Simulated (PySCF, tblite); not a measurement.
# C5H10FSe radical: geometry, infrared bands and EPR parameters

Wanted: the infrared bands and EPR parameters of C5H10FSe radical (`C[CH][Se][C@@H](F)CC`), by calculation.

Computed with tblite 0.8.0 and PySCF 2.14.0, with density-fitted response routines of our own, on a single molecule in the gas phase. Atoms are numbered from 0 throughout.

## Step 1: Starting geometry

17 atoms, charge 0, multiplicity 2; geometry from: force field or distance geometry start.

Bonds of the start (Å): C0–C1 1.49, C1–Se2 1.91, Se2–C3 1.95, C3–F4 1.38, C3–C5 1.52, C5–C6 1.52, C0–H7 1.10, C0–H8 1.11, C0–H9 1.11, C1–H10 1.08, C3–H11 1.10, C5–H12 1.09, C5–H13 1.12, C6–H14 1.11, C6–H15 1.09, C6–H16 1.13.

## Step 2: Optimising the geometry with GFN2-xTB

The job: settings as JSON, then the geometry in Å.

```
{"job": {"kind": "relax", "xc": "GFN2-xTB", "basis": "xTB"}, "charge": 0, "multiplicity": 2}
C      3.049800     0.748800     0.315400
C      2.195300    -0.403300    -0.094800
Se     0.559100    -0.604900     0.870200
C     -0.902900    -1.228600    -0.251500
F     -1.026300    -2.590800    -0.043400
C     -2.195400    -0.549100     0.155700
C     -1.968500     0.939500    -0.047400
H      3.235700     1.489600    -0.476500
H      2.592800     1.277800     1.173500
H      4.042300     0.337700     0.605200
H      2.195600    -0.684400    -1.137200
H     -0.632000    -1.021900    -1.295800
H     -3.005700    -0.911500    -0.473900
H     -2.379200    -0.729100     1.242500
H     -1.217800     1.140600    -0.836300
H     -2.930200     1.369700    -0.324800
H     -1.619500     1.431900     0.908000
```

Run with:

```bash
OMP_NUM_THREADS=1 python probes_run.py task.json out
```

One launch serves the whole session: the jobs run in the order shown.

What it wrote:

```text
step      E/eV     max force
  0    -642.73955    1.231
  1    -642.84577    0.870
  2    -642.91692    0.535
  3    -642.94904    0.421
  4    -642.97946    0.420
  5    -642.99417    0.382
  6    -643.01017    0.294
  7    -643.02323    0.286
  8    -643.03908    0.320
  9    -643.05772    0.341
 10    -643.07915    0.332
 11    -643.10096    0.341
 12    -643.11959    0.443
 13    -643.13477    0.371
 14    -643.14656    0.226
 15    -643.15417    0.155
 16    -643.15879    0.154
 17    -643.16240    0.148
 18    -643.16551    0.207
 19    -643.16827    0.128
 20    -643.17095    0.140
 21    -643.17463    0.164
 22    -643.17750    0.135
 23    -643.18172    0.154
 24    -643.18563    0.156
 25    -643.19043    0.218
 26    -643.19524    0.220
 27    -643.19972    0.148
 28    -643.20341    0.135
 29    -643.20640    0.122
 30    -643.20854    0.105
 31    -643.20976    0.071
 32    -643.21048    0.065
 33    -643.21120    0.090
 34    -643.21218    0.114
 35    -643.21333    0.098
 36    -643.21440    0.100
 37    -643.21537    0.104
 38    -643.21652    0.118
 39    -643.21792    0.128
 40    -643.21915    0.085
 41    -643.21982    0.052
 42    -643.22015    0.044
 43    -643.22045    0.050
 44    -643.22080    0.053
 45    -643.22114    0.042
 46    -643.22142    0.047
 47    -643.22173    0.045
 48    -643.22223    0.057
 49    -643.22277    0.051
 50    -643.22329    0.046
 51    -643.22365    0.044
 52    -643.22397    0.055
 53    -643.22430    0.058
 54    -643.22458    0.049
 55    -643.22477    0.036
 56    -643.22489    0.030
 57    -643.22500    0.024
 58    -643.22509    0.018
 59    -643.22516    0.019
 60    -643.22522    0.021
 61    -643.22531    0.025
 62    -643.22544    0.025
 63    -643.22565    0.033
 64    -643.22590    0.053
 65    -643.22620    0.046
 66    -643.22657    0.061
 67    -643.22709    0.062
 68    -643.22771    0.055
 69    -643.22826    0.069
 70    -643.22852    0.035
 71    -643.22871    0.037
 72    -643.22888    0.032
 73    -643.22911    0.033
 74    -643.22925    0.031
 75    -643.22939    0.034
 76    -643.22950    0.027
 77    -643.22959    0.022
 78    -643.22967    0.021
 79    -643.22974    0.017
 80    -643.22978    0.015
 81    -643.22983    0.020
 82    -643.22988    0.021
 83    -643.22993    0.017
 84    -643.22999    0.014
 85    -643.23002    0.010
 86    -643.23004    0.010
 87    -643.23005    0.010
```

Run time: 0.43 s. Hardware: 1 thread of Arm Neoverse V2, shared host.

Relaxation path: (not every step is listed)

| step | energy from step 0 (eV) | largest force (eV/Å) |
| --- | --- | --- |
| 0 | 0.0000 | 1.2313 |
| 1 | -0.1062 | 0.8698 |
| 2 | -0.1774 | 0.5353 |
| 3 | -0.2095 | 0.4214 |
| 4 | -0.2399 | 0.4198 |
| 5 | -0.2546 | 0.3825 |
| 6 | -0.2706 | 0.2937 |
| 7 | -0.2837 | 0.2863 |
| 8 | -0.2995 | 0.3202 |
| 15 | -0.4146 | 0.1555 |
| 22 | -0.4380 | 0.1351 |
| 29 | -0.4669 | 0.1216 |
| 36 | -0.4748 | 0.0995 |
| 43 | -0.4809 | 0.0500 |
| 50 | -0.4837 | 0.0459 |
| 57 | -0.4855 | 0.0240 |
| 64 | -0.4864 | 0.0526 |
| 71 | -0.4892 | 0.0373 |
| 78 | -0.4901 | 0.0215 |
| 82 | -0.4903 | 0.0210 |
| 83 | -0.4904 | 0.0169 |
| 84 | -0.4904 | 0.0136 |
| 85 | -0.4905 | 0.0102 |
| 86 | -0.4905 | 0.0105 |
| 87 | -0.4905 | 0.0099 |

Distances of close pairs at the start and the end, largest changes first:

| bond | before (Å) | after (Å) | change (Å) |
| --- | --- | --- | --- |
| Se2–C3 | 1.945 | 2.002 | +0.057 |
| C1–Se2 | 1.910 | 1.856 | -0.054 |
| C6–H16 | 1.130 | 1.089 | -0.041 |
| C5–H13 | 1.117 | 1.093 | -0.024 |
| C6–H14 | 1.107 | 1.087 | -0.020 |
| C0–H8 | 1.107 | 1.089 | -0.018 |
| C0–H9 | 1.113 | 1.095 | -0.018 |
| C3–F4 | 1.384 | 1.368 | -0.016 |

The end geometry stands in the next job.

## Step 3: Vibrational analysis with GFN2-xTB

The job: settings as JSON, then the geometry in Å.

```
{"job": {"kind": "ir", "xc": "GFN2-xTB", "basis": "xTB"}, "charge": 0, "multiplicity": 2}
C      3.040791     0.723178     0.336101
C      1.851610    -0.049222    -0.109957
Se     0.634909    -0.695742     1.133576
C     -0.785576    -1.217387    -0.177312
F     -0.920411    -2.577662    -0.124215
C     -2.115403    -0.545497     0.107943
C     -2.030652     0.956992    -0.113377
H      3.350103     1.405325    -0.456882
H      2.809536     1.301664     1.229087
H      3.897100     0.078665     0.559550
H      1.952087    -0.647678    -1.006976
H     -0.393104    -0.967301    -1.171009
H     -2.864894    -0.986135    -0.555814
H     -2.410215    -0.762349     1.138040
H     -1.776010     1.177859    -1.147295
H     -2.982048     1.427027     0.118703
H     -1.264821     1.390293     0.528851
```

What it wrote:

```text
mode    cm-1     km/mol
  1     -12.8      0.95
  2      87.0      1.06
  3      97.8      1.18
  4     123.6      0.05
  5     151.8      1.30
  6     171.9      0.43
  7     223.9      0.93
  8     262.6      5.51
  9     293.7      5.36
 10     344.8      2.60
 11     457.5      6.91
 12     530.8      1.84
 13     556.2     24.50
 14     643.5      4.71
 15     829.7      9.81
 16     924.1     34.68
 17     992.5      5.20
 18    1000.5      1.49
 19    1016.9    100.86
 20    1045.6     43.95
 21    1097.2      5.51
 22    1112.7     13.94
 23    1121.1      8.76
 24    1176.8     52.00
 25    1226.5     53.76
 26    1233.5     23.84
 27    1255.4      6.47
 28    1330.1      8.60
 29    1394.2      5.27
 30    1413.0      6.48
 31    1460.4      5.45
 32    1473.2      3.44
 33    1474.8      5.40
 34    1489.7      5.51
 35    1492.5      4.11
 36    2890.5     14.01
 37    2915.9     24.52
 38    2959.5     25.18
 39    2976.1     15.99
 40    2989.0     24.17
 41    3004.3     13.47
 42    3015.8     41.04
 43    3019.5     28.48
 44    3040.0     25.13
 45    3053.8     22.43
```

Wall time 0.42 s (1 thread of Arm Neoverse V2, shared host).

Which atoms move in the most intense modes:

| cm⁻¹ | km/mol | atoms |
| --- | --- | --- |
| 924 | 34.7 | H15 30 %, C3 25 %, C6 11 % |
| 1017 | 100.9 | C3 33 %, H11 22 %, F4 19 % |
| 1046 | 44.0 | C3 20 %, H11 17 %, H12 15 %, F4 10 % |
| 1177 | 52.0 | H11 48 %, C5 12 %, C3 10 % |
| 1226 | 53.8 | H10 39 %, C1 19 % |
| 2960 | 25.2 | H12 76 %, H13 15 % |
| 3016 | 41.0 | H16 91 % |
| 3020 | 28.5 | H8 88 % |

## Step 4: EPR parameters: B3LYP/def2-TZVP-core+pcH-1

Settings changed since step 3:

```diff
@@ -1,2 +1,2 @@
-{"job": {"kind": "ir", "xc": "GFN2-xTB", "basis": "xTB"}, "charge": 0, "multiplicity": 2}
+{"job": {"kind": "epr", "basis": "pcH-1"}, "charge": 0, "multiplicity": 2}
 C      3.040791     0.723178     0.336101
```

Method: UKS B3LYP, def2-TZVP-core on Se, pcH-1 on C F H, non-relativistic, mean-field spin-orbit, GIAO.

What it wrote:

```text
UKS, coarse grid
  cycle   1  E = -2697.85308410  |g| = 1.51e+00
  cycle   2  E = -2697.75853857  |g| = 8.93e-01
  cycle   3  E = -2697.85436201  |g| = 5.59e-01
  cycle   4  E = -2697.96090327  |g| = 1.23e-01
  cycle   5  E = -2697.96830709  |g| = 3.10e-02
  cycle   6  E = -2697.96876619  |g| = 1.11e-02
  cycle   7  E = -2697.96881765  |g| = 3.79e-03
  cycle   8  E = -2697.96882428  |g| = 1.53e-03
  cycle   9  E = -2697.96882826  |g| = 5.12e-04
UKS, final grid
  cycle   1  E = -2697.96883217  |g| = 5.74e-04
  cycle   2  E = -2697.96883193  |g| = 9.13e-04
  cycle   3  E = -2697.96883235  |g| = 6.42e-05
  cycle   4  E = -2697.96883235  |g| = 3.68e-05
  cycle   5  E = -2697.96883235  |g| = 1.89e-05
E = -2697.96883235 Eh   <S^2> = 0.7553 (exact 0.7500)
g shifts (ppm)      1          2          3
  rmc          -166       -166       -166
  gc              6         36         38
  oz_so       -4379        -23      22901
  total       -4535       -147      22778
hyperfine (MHz)  atom isotope    a_iso     a_fc   dipolar eigenvalues
    0   13C     -26.95     -27.00     -2.14     -0.49      2.63
    1   13C     163.69     161.95    -70.91    -69.61    140.53
    2  77Se      -7.75       3.59   -106.94    -78.35    185.28
    3   13C      10.63      10.72     -2.48     -2.30      4.78
    4   19F      14.39      14.25     -2.95      0.17      2.78
    5   13C       4.31       4.31     -0.68     -0.59      1.27
    6   13C       0.93       0.93     -0.49     -0.09      0.58
    7    1H      57.94      57.93     -4.77     -4.42      9.19
    8    1H      10.67      10.60     -4.15     -3.88      8.02
    9    1H     117.98     117.95     -4.49     -2.58      7.07
   10    1H     -19.88     -20.26    -31.65     -2.83     34.48
   11    1H      -2.00      -2.04     -4.28     -1.65      5.93
   12    1H       5.10       5.10     -0.88     -0.70      1.58
   13    1H      -0.20      -0.20     -1.20     -1.00      2.19
   14    1H       0.77       0.77     -1.46     -1.03      2.49
   15    1H      -0.37      -0.37     -0.72     -0.68      1.40
   16    1H      -0.37      -0.36     -2.12     -1.56      3.68
```

It took 3.8 min on 1 thread of Arm Neoverse V2, shared host; peak memory 1.4 GiB.

Principal g values 1.99778, 2.00217, 2.02510; g(iso) = 2.00835, against 2.00232 for a free electron.

Mean a(iso) over the nuclei that a row names, and the largest dipolar term of the row (other rows stand at the frozen geometry):

| nuclei | isotope | a(iso) (MHz) | a(iso) (G, at g = 2.0023) | largest dipolar term (MHz) |
| --- | --- | --- | --- | --- |
| C1 | 13C | 163.7 | 58.4 | 140.5 |
| H7, H8, H9 | 1H | 62.2 | 22.2 | 9.2 |
| C0 | 13C | -27.0 | -9.6 | 2.6 |
| H10 | 1H | -19.9 | -7.1 | 34.5 |
| F4 | 19F | 14.4 | 5.1 | -3.0 |
| C3 | 13C | 10.6 | 3.8 | 4.8 |
| Se2 | 77Se | -7.7 | -2.8 | 185.3 |
| H12 | 1H | 5.1 | 1.8 | 1.6 |
| C5 | 13C | 4.3 | 1.5 | 1.3 |
| H11 | 1H | -2.0 | -0.7 | 5.9 |
| C6 | 13C | 0.9 | 0.3 | 0.6 |
| H13 | 1H | -0.2 | -0.1 | 2.2 |
| H14, H15, H16 | 1H | 0.0 | 0.0 | 3.7 |

Mulliken spin populations:

C0 -0.07; C1 0.87; Se2 0.14; C3 0.01; F4 0.00; C5 0.00; C6 0.00; H7 0.02; H8 0.01; H9 0.05; H10 -0.02; H11 0.00; H12 0.00; H13 0.00; H14 0.00; H15 0.00; H16 0.00

In first order the couplings over 0.8 MHz of 1H, 19F give 64 distinct lines over 81.4 G, if the averaged nuclei exchange fast.

Orbitals, density, ELF and potential are computed afterwards from the orbital file.

ELF in a plane through or near 8 of the atoms.

Ten even steps from '0' (0.00) to '9' (1.00):
```
0000000000000000000000000000
0000000000000000000000000000
0000000000000000000000000000
0000000000000000000000000000
0000000000000012202785000000
0000000000000068736999400000
0000001220000089978999600000
0000024541000069934997100000
0000035453332103556510000000
0001585668675310175531000000
0006999685185333637487300000
0006999456674482495899500000
0001673024333462131387300000
0000000011123125741011000000
0000000000010048386100000000
0000000000000058885100000000
0000000000000024431000000000
0000000000000000000000000000
0000000000000000000000000000
0000000000000000000000000000
```
The map spans 13.0 Å across and 10.1 Å up, centred on the molecule. Atoms in the plane (x, y in Å): C0 (-3.1, 0.3), C3 (0.9, -1.1), F4 (1.2, -2.4), C5 (2.2, -0.3), C6 (1.9, 1.2), H9 (-3.9, -0.4), H15 (2.8, 1.8), H16 (1.0, 1.6).

On the surface of density 0.002 e/bohr³ the electrostatic potential runs, from the 1st to the 99th percentile, from -1.02 V near F4 to 0.93 V near H11.

The spin density lies nearest to C1 58 %; Se2 19 %; H10 8 %.

## Step 5: Summary of results

| quantity | value |
| --- | --- |
| strongest single infrared mode (GFN2-xTB) | 1017 cm⁻¹, 101 km/mol |
| zero-point energy (GFN2-xTB) | 84.9 kcal/mol |
| g(iso) (B3LYP) | 2.00835 |
| ⟨S²⟩ | 0.755 (exact 0.75) |
| largest a(iso) (averaged by class) | 13C on C1, 163.7 MHz |
| surface potential, 1st and 99th percentile | -1.02 V and 0.93 V |

Over 87 steps the energy fell by 0.490 eV; of the close pairs, Se2–C3 changed most, 1.945 to 2.002 Å. The lowest mode is slightly imaginary (13i cm⁻¹), a soft motion within the noise of the Hessian, so the minimum is not strictly shown. The strongest single mode, at 1017 cm⁻¹, has its largest shares on C3, H11 and F4 (the list is cut at 3 atoms). Unscaled tight-binding wavenumbers are off by several per cent, some by more. Its intensities can rank the bands wrongly. Most of the unpaired spin sits on C1 (0.87 e). The isotropic g lies 6.0 ppt above the free-electron value. The hyperfine terms hold no scalar relativity, which the heavier nuclei need.
